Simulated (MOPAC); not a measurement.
# C2HClF4 (1,1,1,2-tetrafluorochloroethane) at MNDO

Aim: a structure relaxation of C2HClF4 (1,1,1,2-tetrafluorochloroethane). 

The calculation is run with MOPAC 23.2.5.

8 further runs of the same task are left out: 2 that didn't finish, 6 set aside as unsound or not needed.

## Step 1: Starting point

The species is C2HClF4 (8 atoms), meant as a singlet with charge 0. As SMILES, `FC(Cl)C(F)(F)F`. All atoms were displaced at random from a relaxed shape. The run starts from this shape.

Bond lengths: F1–C2 1.371 Å, C2–Cl3 1.757 Å, C2–C4 1.542 Å, C4–F5 1.326 Å, C4–F6 1.343 Å, C4–F7 1.332 Å, C2–H8 1.107 Å. Some angles: F1–C2–Cl3 111.3°, F1–C2–C4 107.4°, Cl3–C2–C4 110.5°, C2–C4–F5 110.4°, C2–C4–F6 111.6°, C2–C4–F7 109.4°, F5–C4–F6 108.8°, F5–C4–F7 108.1°, F6–C4–F7 108.4°, F1–C2–H8 110.5°.

## Step 2: A geometry optimisation at MNDO

Input file calc.mop:

```
PRECISE DISP BONDS CYCLES=300 CHARGE=0 GNORM=0.01 MNDO AUX(PRECISION=9) THREADS=1
C2HClF4

F     -1.019219 +1    -0.994910 +1     1.048415 +1
C     -0.011860 +1    -0.763809 +1     0.147603 +1
Cl     1.554341 +1    -1.190718 +1     0.819971 +1
C     -0.052193 +1     0.734481 +1    -0.216474 +1
F      0.864222 +1     1.012106 +1    -1.133488 +1
F      0.160466 +1     1.511182 +1     0.858551 +1
F     -1.247232 +1     1.034246 +1    -0.722035 +1
H     -0.178687 +1    -1.345208 +1    -0.779227 +1
```

Run with:

```console
$ mopac calc.mop
```

Q: Predict the results. Wanted: total energy at the end; dipole moment; HOMO energy; LUMO energy; HOMO–LUMO gap; heat of formation.

**Answer.** As computed:

Level: MNDO.

```
               quantity            value
total energy at the end     -93.46530 Eh
          dipole moment           1.94 D
            HOMO energy        -13.30 eV
            LUMO energy         -0.98 eV
          HOMO–LUMO gap         12.32 eV
      heat of formation  -206.3 kcal/mol
```

In words: At the final geometry: Bond lengths: F1–C2 1.334 Å, C2–Cl3 1.813 Å, C2–C4 1.636 Å, C4–F5 1.351 Å, C4–F6 1.350 Å, C4–F7 1.354 Å, C2–H8 1.120 Å. Some angles: F1–C2–Cl3 110.3°, F1–C2–C4 110.1°, Cl3–C2–C4 110.8°, C2–C4–F5 111.7°, C2–C4–F6 113.2°, C2–C4–F7 110.3°, F5–C4–F6 107.5°, F5–C4–F7 106.8°, F6–C4–F7 107.1°, F1–C2–H8 111.4°. The optimisation took 21 steps and changed the energy by -0.379 eV.
